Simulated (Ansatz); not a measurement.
# K2TlInF6: the cost of one run

All numbers are computed with Ansatz 0.2.0 through its Python package. Level of theory: DFT PBEsol, plane waves, PAW.

## Step 1: The structure

It takes space group Fm-3m (No. 225, cubic). Conventional cell: a = 9.462 Å, b = 9.462 Å, c = 9.462 Å, α = 90.00°, β = 90.00°, γ = 90.00°. K (site symmetry -43m) is surrounded by 12 F at 3.36 Å. Tl (site symmetry m-3m) has 6 F at 2.62 Å as nearest neighbours. In (site symmetry m-3m) is surrounded by 6 F at 2.11 Å. F (site symmetry 4mm) has 1 In at 2.11 Å and 1 Tl at 2.62 Å as nearest neighbours.

No structure file is read: the coordinates are typed or built in the script.

## Step 2: Script

k2tlinf6_vcrelax.py reads:

```python
"""Relax cell and ions of K2TlInF6."""

from dataclasses import dataclass
from pathlib import Path
import logging
import sys
import warnings

import ansatz as az
from ase import Atoms
from ase.data import atomic_numbers
from ase.neighborlist import neighbor_list
import matplotlib.pyplot as plt
import numpy as np
import spglib

logging.basicConfig(stream=sys.stdout, format="%(name)s: %(message)s")
log = logging.getLogger("k2tlinf6")
log.setLevel(logging.INFO)


@dataclass
class Options:
    occupations: str = "fixed"
    fmax: float = 0.005


opts = Options()

def edges_and_angles(cell):
    cell = np.asarray(cell)
    a, b, c = np.linalg.norm(cell, axis=1)
    cosines = cell[1] @ cell[2] / (b * c), cell[0] @ cell[2] / (a * c), cell[0] @ cell[1] / (a * b)
    return (a, b, c, *np.degrees(np.arccos(cosines)))

warnings.simplefilter("ignore", az.DeckWarning)

atoms = Atoms(
    ["K", "K", "Tl", "In", "F", "F", "F", "F", "F", "F"],
    scaled_positions=[
        [0.75, 0.75, 0.75],
        [0.25, 0.25, 0.25],
        [0.0, 0.0, 0.0],
        [0.5, 0.5, 0.5],
        [0.72258, 0.27742, 0.27742],
        [0.27742, 0.27742, 0.72258],
        [0.27742, 0.72258, 0.72258],
        [0.27742, 0.72258, 0.27742],
        [0.72258, 0.27742, 0.72258],
        [0.72258, 0.72258, 0.27742],
    ],
    cell=[
        [0.0, 4.73086, 4.73086],
        [4.73086, 0.0, 4.73086],
        [4.73086, 4.73086, 0.0],
    ],
    pbc=True,
)
system = az.Crystal.from_ase(atoms)

# only the volume may change
job = (
    system.calculation()
    .functional(az.Functional.PBESOL)
    .pseudopotentials("paw")
    .kpoints(3)
    .occupations(opts.occupations)
    .relax(force_tolerance=opts.fmax, fix_cell=["shape"])
    .potential_components()
    .density_of_states(energy_step=0.05, projected=True)
)
steps = []


def follow(event):
    if event["event"] != "relax_step":
        return
    row = event["data"]
    steps.append(row)
    log.info(f"step {row['step']:3d}  E = {row['lagrangian_ev']:.5f} eV  largest force component = {row['allowed_force_max_ev_ang']:.4f} eV/A  P = {row['pressure_gpa']:.3f} GPa")


out = job.session().plan(threads=1).execute(on_event=follow)
report = out.report

first, last = steps[0], steps[-1]
symbols = [site.symbol for site in out.lattice.sites]
log.info(f"energy gained {first['lagrangian_ev'] - last['lagrangian_ev']:.4f} eV in {len(steps) - 1} steps")
for label, vectors in (("before", first["cell_ang"]), ("after", out.lattice.cell_ang)):
    print(label, "a b c (A) {:.4f} {:.4f} {:.4f}  angles {:.2f} {:.2f} {:.2f}".format(*edges_and_angles(vectors)), f" V = {abs(np.linalg.det(vectors)):.3f} A^3")
print("final stress xx yy zz (GPa, compression positive):", np.round(np.diag(report["stress_gpa"]), 3) + 0.0)

fractions = [site.position_frac for site in out.lattice.sites]
numbers = [atomic_numbers[s] for s in symbols]
for tolerance in (1e-3, 1e-2, 1e-1):
    print(f"space group at {tolerance} A:", spglib.get_spacegroup((out.lattice.cell_ang, fractions, numbers), symprec=tolerance))

final = Atoms(symbols, positions=last["positions_ang"], cell=out.lattice.cell_ang, pbc=True)
i, j, d = neighbor_list("ijd", final, 4.5)
log.info("neighbours within 1.1 times the shortest distance of each atom (A)")
for atom in range(len(final)):
    near = [m for m in np.argsort(d) if i[m] == atom]
    shell = [m for m in near if d[m] < 1.1 * d[near[0]]]
    print(f"{symbols[atom]}{atom} ({len(shell)}):", ", ".join(f"{symbols[j[m]]} {d[m]:.3f}" for m in shell))

for key in ("converged", "n_iterations", "n_electrons", "n_kpoints", "n_pw", "n_symmetry_ops", "free_energy_ev", "fermi_energy_ev"):
    log.info(f"{key:18s} {report[key]}")

folder = Path(out.write_results("parts"))
text = (folder / "v_comp_z.tsv").read_text().splitlines()
rows = np.array([line.split() for line in text if not line.startswith("#")], dtype=float)
print(text[0])
print(np.array2string(rows[:: max(len(rows) // 12, 1)], precision=3, suppress_small=True))

dos = out.density_of_states()
energy = np.asarray(dos.energies_ev) - dos.fermi_ev
projected = out.projected_density_of_states()
fig, ax = plt.subplots(figsize=(5, 3.4))
for name in sorted({site.species for site in projected.sites}):
    curve = sum(np.sum(part.g_bin_mean_per_ev, axis=0) for site in projected.sites if site.species == name for shell in site.shells for part in shell.curves)
    ax.plot(energy, curve, label=name)
    window = (energy > -4) & (energy <= 0)
    log.info(f"{name}: {curve[window].sum() * (energy[1] - energy[0]):.3f} projected states in the 4 eV under E_F")
ax.set(xlim=(-8, 6), xlabel="E - E_F (eV)", ylabel="states/eV")
ax.legend()
fig.savefig("pdos.png", dpi=100)
```

## Step 3: The run

Command:

```sh
$ python k2tlinf6_vcrelax.py
```

What time and memory should one allow on 1 thread of Arm Neoverse V2, shared host?

About 18 s, with a peak of 0.6 GiB.
